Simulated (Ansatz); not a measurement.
RuRh:

```
CELL_PARAMETERS angstrom
2.70942 0.00000 0.00000
-1.35471 2.34642 0.00000
0.00000 0.00000 4.29837
ATOMIC_POSITIONS crystal
Rh 0.66667 0.33333 0.00000
Ru 0.00000 0.00000 0.50000
```

The cell comes from a database or a generator and needn't be the stable form of this composition.

```yaml
Program: Ansatz 0.2.0
Task: relaxation of cell and atoms
Functional: revPBE
Potentials_or_basis: Ansatz PAW
Cutoff: "420 eV (not typed: the program's choice for these potentials)"
k_mesh: 11 × 11 × 6
Occupations: fermi-dirac, width 0.05 eV
Spin: no spin polarisation
```

At the start: volume 13.66 Å³/atom.

Task: How do energy, volume and symmetry change on relaxing?

Result: It ends after 5 steps and the volume is 14.06 Å³/atom (+2.9 %); space group P-6m2 (No. 187, to 0.05 Å).

The path:
```tsv
step	energy change (eV)	largest force (eV/Å)	volume (Å³)
1	0.0000	0.0000	27.33
2	-0.0034	0.0000	28.84
3	-0.0190	0.0000	28.15
4	-0.0191	0.0000	28.11
5	-0.0196	0.0000	28.11
```

Final structure:
```xyz
2
Lattice="2.7358 0.0000 0.0000 -1.3679 2.3693 0.0000 0.0000 0.0000 4.3368" Properties=species:S:1:pos:R:3 pbc="T T T"
Rh    1.3679    0.7898    0.0000
Ru    0.0000    0.0000    2.1684
```

Caveat: the plane-wave basis is chosen anew once the cell has moved, so the energies of steps on either side of that aren't comparable; the PAW data sets come from PBE, with cores solved anew for the run's functional, which leaves a small shift of forces and pressure.
